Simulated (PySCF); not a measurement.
# C3H8AlNO: the cost of one run

The runs use PySCF 2.14.0, with density-fitted response routines of our own; the level of theory stands in each step. All values are computed, except where a source is named. Atoms are numbered from 0 throughout.

### 1 The starting structure

14 atoms, charge 0, multiplicity 1; geometry from: GFN2-xTB. The atoms were then displaced at random by about 0.01 Å, so the start is not that level's minimum.

Bonds of the start (Å): O0–C1 1.42, C1–C2 1.56, C2–C3 1.47, C3–N4 1.11, N4–Al5 1.98, O0–H6 0.96, C1–H7 1.11, C1–H8 1.09, C2–H9 1.10, C2–H10 1.08, Al5–H11 1.56, Al5–H12 1.62, Al5–H13 1.57.

### 2 Optimising the geometry at PBE0-D3(BJ)/def2-SVP

Job settings and geometry (Å):

```
{"job": {"xc": "PBE0", "basis": "def2-SVP", "d3": "d3bj", "grid": 1, "shake": 0.01, "kind": "geom"}, "charge": 0, "multiplicity": 1}
O     -1.295840    -1.445050    -0.154230
C     -1.682090    -0.114720    -0.444520
C     -1.277640     0.877660     0.683350
C      0.194440     0.933770     0.715060
N      1.305820     0.876940     0.650360
Al     2.533110    -0.384060    -0.255270
H     -0.368820    -1.566520    -0.359750
H     -1.235500     0.244720    -1.396430
H     -2.769810    -0.087940    -0.490880
H     -1.628970     0.499640     1.659280
H     -1.685470     1.866870     0.512220
H      3.630560     0.570520    -0.813170
H      1.472800    -0.993010    -1.312020
H      2.800260    -1.293920     0.998230
```

Started as:

```
$ OMP_NUM_THREADS=1 python probes_run.py task.json out
```

The driver reads the jobs from task.json and runs them one after another.

**Question.** How long does this first job take on 1 thread of Arm Neoverse V2, shared host, and how much memory does it need?

About 77 s, with a peak of 0.5 GiB.
